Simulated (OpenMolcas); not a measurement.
**doublet AlGeNH4O+ at 6 levels**

We compute a comparison of 6 runs (UHF/6-31G*, UBHLYP/6-31G*, UM06-2X/6-31G*, USVWN5/6-31G*, UTPSS/6-31G*, ROMP2/6-31G*) of doublet AlGeNH4O+. 

Program for the calculation: OpenMolcas 26.06.

1 further run of the same task is left out (set aside as unsound or not needed).

**1. The system as given**

The species is AlGeNH4O+ (8 atoms), meant as a doublet with charge +1. SMILES of the parent species: `[NH2][GeH]1[O][AlH]1`. The coordinates come from a PBE0-D4/def2-TZVP relaxation. This is one conformer, not always the lowest. That shape belongs to the parent species and isn't relaxed for this state.

Bond lengths: N1–Ge2 1.822 Å, Ge2–O3 1.896 Å, Ge2–Al4 2.331 Å, O3–Al4 1.699 Å, N1–H5 1.009 Å, N1–H6 1.008 Å, Ge2–H7 1.543 Å, Al4–H8 1.577 Å. Some angles: N1–Ge2–O3 114.7°, N1–Ge2–Al4 126.9°, O3–Ge2–Al4 46.0°, Ge2–O3–Al4 80.7°, Ge2–Al4–O3 53.4°, N1–Ge2–H7 103.9°, O3–Ge2–H7 108.8°, Al4–Ge2–H7 128.4°, Ge2–N1–H5 116.8°, Ge2–N1–H6 117.5°.

**2. A single-point energy at UHF/6-31G(d) (spherical functions) (run 1)**

Input file job.inp:

```
&GATEWAY
 BasLib=$CurrDir
 Coord
 8
 bohr
 N     -1.89104893     2.51409164     0.97207512
 Ge     0.45183352     0.00018897     1.18466931
 O      2.22515251    -0.65384524    -1.85854564
 Al     0.81541682    -3.50903244    -1.45338836
 H     -1.25213253     4.30177255     1.15632342
 H     -3.17870831     2.40221985    -0.42726708
 H      2.33929197     0.96735080     3.18494441
 H      0.66461668    -6.13046052    -2.86406891
 Basis=6-31Gs
 Group=NoSym

&SEWARD

&SCF
 UHF
 Charge=1
 Spin=2
 Thresholds=1e-10 1e-07 1e-07 1e-05
 PrOrbitals=1 1
```

The basis set 6-31G* is read from a file made from the Basis Set Exchange's data (not shown).

On the command line:

```
$ export MOLCAS_MEM=1860
$ pymolcas job.inp > job.log
```

Log:

```text
--- Start Module: gateway ---
[...]
--- Stop Module: gateway /rc=_RC_ALL_IS_WELL_ ---
--- Start Module: seward ---
[...]
      Basis functions           86
--- Stop Module: seward /rc=_RC_ALL_IS_WELL_ ---
[...]
--- Start Module: scf ---
[...]
       Convergence after  32 Iterations
[...]
::    Total SCF energy                              -2448.3553750639
[...]
      Total spin, S                                     0.5190215900
[...]
      Total electronic charge=   63.000000
      Total            charge=    1.000000
[...]
      Dipole Moment (debye):
      Origin of the operator (angstrom)=    0.2474   -0.2681    0.1306
                   X= -8.9805E-01               Y= -3.5520E+00               Z= -9.5896E-01           Total=  3.7872E+00
      Center of Charge (angstrom)
[...]
--- Stop Module: scf /rc=_RC_ALL_IS_WELL_ ---
[...]
```

Wall time 17 s (1 thread of Intel Xeon Platinum 8259CL at 2.50GHz (Skylake/Cascade Lake), shared host); peak memory 0.47 GiB.

**3. A single-point energy at UBHLYP/6-31G(d) (spherical functions) (run 2)**

Input file job.inp:

```
&gateway
baslib = $CurrDir
basisset
N.6-31Gs....
N1 -1.000700 1.330400 0.514400 angstrom
End of Basis
basisset
Ge.6-31Gs....
Ge2 0.239100 0.000100 0.626900 angstrom
End of Basis
basisset
O.6-31Gs....
O3 1.177500 -0.346000 -0.983500 angstrom
End of Basis
basisset
Al.6-31Gs....
Al4 0.431500 -1.856900 -0.769100 angstrom
End of Basis
basisset
H.6-31Gs....
H5 -0.662600 2.276400 0.611900 angstrom
H6 -1.682100 1.271200 -0.226100 angstrom
H7 1.237900 0.511900 1.685400 angstrom
H8 0.351700 -3.244100 -1.515600 angstrom
End of Basis
&seward
gridinput
Grid=UltraFine
End of Grid
&scf
uhf
charge = 1
spin = 2
ksdft = HYB_GGA_XC_BHANDHLYP
thresholds = 1e-10 1e-07 1e-07 1e-05
prorbitals = 1
```

The basis set 6-31G* is read from a file made from the Basis Set Exchange's data (not shown).

On the command line:

```
$ export MOLCAS_MEM=1860
$ pymolcas job.inp > job.log
```

Log:

```text
--- Start Module: gateway ---
[...]
--- Stop Module: gateway /rc=_RC_ALL_IS_WELL_ ---
--- Start Module: seward ---
[...]
      Basis functions           86
--- Stop Module: seward /rc=_RC_ALL_IS_WELL_ ---
[...]
--- Start Module: scf ---
[...]
       Convergence after  27 Iterations
[...]
::    Total KS-DFT energy                           -2451.1324284727
[...]
      Total spin, S                                     0.5066207693
[...]
      Total electronic charge=   63.000000
      Total            charge=    1.000000
[...]
      Dipole Moment (debye):
      Origin of the operator (angstrom)=    0.2474   -0.2681    0.1306
                   X= -1.1524E+00               Y= -3.1669E+00               Z= -8.1948E-01           Total=  3.4683E+00
      Center of Charge (angstrom)
[...]
--- Stop Module: scf /rc=_RC_ALL_IS_WELL_ ---
[...]
```

Wall time 75 s (1 thread of Intel Xeon Platinum 8259CL at 2.50GHz (Skylake/Cascade Lake), shared host); peak memory 0.47 GiB.

Runs 3 to 5 aren't shown in full; the table further down has their settings and results.

**4. A single-point energy at ROMP2/6-31G(d) (spherical functions) (run 6)**

Input file calc.inp:

```
>>> EXPORT MOLCAS_PRINT=2

&GATEWAY
  BASLIB=$CurrDir
  COORD
  8
  angstrom
  N       -1.000700       1.330400       0.514400
  Ge       0.239100       0.000100       0.626900
  O        1.177500      -0.346000      -0.983500
  Al       0.431500      -1.856900      -0.769100
  H       -0.662600       2.276400       0.611900
  H       -1.682100       1.271200      -0.226100
  H        1.237900       0.511900       1.685400
  H        0.351700      -3.244100      -1.515600
  BASIS=6-31Gs
  GROUP=NoSym

&SEWARD

&SCF
  UHF
  CHARGE=1
  SPIN=2
  THRESHOLDS=1e-10 1e-07 1e-07 1e-05
  PRORBITALS=1 1

&RASSCF
  FILEORB=$Project.UnaOrb
  SPIN=2
  NACTEL=1 0 0
  INACTIVE=31
  RAS2=1
  OUTORBITALS=Canonical
  ORBLISTING=Few

&CASPT2
  IPEA=0.0
  FROZEN=16
```

The basis set 6-31G* is read from a file made from the Basis Set Exchange's data (not shown).

On the command line:

```
$ export MOLCAS_MEM=1860
$ pymolcas calc.inp > calc.log
```

Log:

```text
--- Start Module: gateway ---
[...]
--- Stop Module: gateway /rc=_RC_ALL_IS_WELL_ ---
[...]
      Basis functions           86
[...]
       Convergence after  32 Iterations
[...]
::    Total SCF energy                              -2448.3553750643
[...]
      Total spin, S                                     0.5190215901
[...]
--- Start Module: rasscf ---
[...]
      Number of active orbitals                  1
[...]
      Spin quantum number                      0.5
[...]
      Active orbitals                            1
[...]
      Number of CSFs                             1
[...]
      Number of root(s) required                 1
[...]
      Convergence after 15 iterations
[...]
      printout of CI-coefficients larger than  0.05 for root  1
      energy=   -2448.345201
      conf/sym  1     Coeff  Weight
             1  u   1.00000 1.00000
      Natural orbitals and occupation numbers for root  1
      sym 1:   1.000000
      ************************************************************************************************************************
      *                                                    Final results                                                     *
[...]
::    RASSCF root number  1 Total energy:  -2448.34520055
[...]
      Total electronic charge=   63.000000
      Total            charge=    1.000000
[...]
      Dipole Moment (debye):
      Origin of the operator (angstrom)=    0.2474   -0.2681    0.1306
                   X= -1.1574E+00               Y= -3.6395E+00               Z= -6.2822E-01           Total=  3.8704E+00
      Center of Charge (angstrom)
[...]
--- Stop Module: rasscf /rc=_RC_ALL_IS_WELL_ ---
[...]
--- Start Module: caspt2 ---
[...]
      E2 (Variational):          -0.6504856007
      Total energy:           -2448.9956861464
[...]
      Reference weight:           0.82667
[...]
::    CASPT2 Root  1     Total energy:  -2448.99568615
[...]
```

Wall time 26 s (1 thread of Intel Xeon Platinum 8259CL at 2.50GHz (Skylake/Cascade Lake), shared host); peak memory 0.47 GiB.

**5. All runs side by side**

```
run                                 level  integration grid  frozen core orbitals   energy (Eh)  HOMO energy (eV)  LUMO energy (eV)   ⟨S²⟩  wall time
  1      UHF/6-31G* (spherical functions)                 –                     –  -2448.355375            -15.99             -6.08  0.788       17 s
  2   UBHLYP/6-31G* (spherical functions)         UltraFine                     –  -2451.132428            -13.83             -9.18  0.763       75 s
  3  UM06-2X/6-31G* (spherical functions)         UltraFine                     –  -2451.143305            -13.93             -9.37  0.757    1.8 min
  4   USVWN5/6-31G* (spherical functions)         UltraFine                     –  -2446.033170            -11.78            -11.16  0.752       50 s
  5    UTPSS/6-31G* (spherical functions)         UltraFine                     –  -2451.248135            -11.64            -10.92  0.754    2.5 min
  6    ROMP2/6-31G* (spherical functions)                 –                    16  -2448.995686                 –                 –      –       26 s
```

**6. What came out**

| quantity | value |
| --- | --- |
| run 6: total energy | -2448.99569 Eh |

In words: Totals of different functionals can't be ranked against each other. All runs together took 7 min, the longest 2.5 min.
